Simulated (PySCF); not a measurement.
# C22H48N: the cost of one run

Computed with PySCF 2.14.0 and routines of our own; the level stands in each step. Atoms count from 0.

## 1. The system as given

71 atoms, charge 1, multiplicity 1; geometry from: GFN2-xTB.

## 2. Electronic excitations: TDA CAM-B3LYP/6-31G*

Job settings and geometry (Å):

```
{"job": {"kind": "uv", "basis": "6-31G*", "grid": 1, "kgrid": 0, "vcut": 1.5, "nstates": 5, "ntriplets": 2, "tda": true, "delta": ["ip_vertical"], "pop": false, "xc": "CAM-B3LYP"}, "charge": 1, "multiplicity": 1}
C      8.850761    -0.815137     0.562323
C      8.114293    -1.468872     1.725723
C      6.866754    -0.699344     2.160139
C      5.760495    -0.684155     1.106188
C      4.500292    -0.012029     1.646916
C      3.402057     0.184770     0.600494
C      2.772312    -1.130848     0.145581
C      1.666964    -0.951173    -0.897813
C      0.423771    -0.258842    -0.326413
C     -0.681439    -0.233175    -1.379597
N     -2.010533     0.313606    -0.944477
C     -2.913526     0.260154    -2.146310
C     -4.422546     0.196194    -1.905037
C     -5.168621     0.365492    -3.232851
C     -6.675825     0.309390    -3.017523
C     -2.552821    -0.481754     0.196092
C     -2.617680    -1.992255    -0.036852
C     -3.479048    -2.677333     1.030376
C     -2.870555    -2.592498     2.424822
C     -1.789085     1.731472    -0.510787
C     -3.019762     2.596639    -0.254508
C     -2.606530     3.984560     0.255047
C     -2.038719     3.969390     1.669046
H      8.248538    -0.829965    -0.342642
H      9.777096    -1.346797     0.358788
H      9.094486     0.218319     0.799203
H      7.833743    -2.488642     1.451882
H      8.792763    -1.532369     2.579337
H      7.146556     0.328543     2.402376
H      6.474201    -1.157668     3.071589
H      5.540859    -1.711667     0.810094
H      6.101058    -0.142130     0.222587
H      4.775630     0.968436     2.042150
H      4.103774    -0.600509     2.477614
H      2.633523     0.826996     1.037238
H      3.818642     0.703431    -0.265759
H      2.371206    -1.660370     1.013078
H      3.547116    -1.758493    -0.294239
H      2.055287    -0.370152    -1.736258
H      1.382899    -1.935360    -1.277981
H      0.699027     0.750956    -0.026921
H      0.108193    -0.810865     0.559241
H     -0.843634    -1.252070    -1.733784
H     -0.346289     0.364669    -2.230769
H     -2.640367    -0.619450    -2.732833
H     -2.684628     1.138124    -2.754343
H     -4.703685    -0.767644    -1.480737
H     -4.762009     0.976341    -1.227191
H     -4.869694    -0.423586    -3.924888
H     -4.903508     1.323439    -3.684710
H     -7.194688     0.420599    -3.964520
H     -6.967279    -0.641842    -2.579212
H     -7.000277     1.108731    -2.355446
H     -1.928107    -0.280803     1.066831
H     -3.554224    -0.112705     0.415372
H     -3.042963    -2.212694    -1.016373
H     -1.619577    -2.430171     0.006279
H     -4.480017    -2.240735     1.036455
H     -3.582075    -3.727652     0.754308
H     -2.874236    -1.572992     2.802464
H     -3.442799    -3.204745     3.114907
H     -1.847712    -2.962424     2.418917
H     -1.188729     2.216322    -1.284577
H     -1.200073     1.699105     0.405541
H     -3.583525     2.738337    -1.175990
H     -3.668499     2.141510     0.494933
H     -3.494971     4.617213     0.243744
H     -1.881844     4.426872    -0.431036
H     -2.715726     3.457054     2.348923
H     -1.915820     4.987814     2.024741
H     -1.065121     3.487070     1.711289
```

With the program's defaults for keys left out, this is: TDA CAM-B3LYP/6-31G*, vertical, gas phase, core orbitals frozen in the response, virtual orbitals cut by energy.

On the command line:

```sh
$ OMP_NUM_THREADS=2 python large_run.py task.json out
```

One launch serves the whole session: the jobs run in the order shown.

**Question.** How long does this first job take on 2 threads of Arm Neoverse V2, shared host, and how much memory does it need?

About 4.1 min, with a peak of 1.6 GiB.
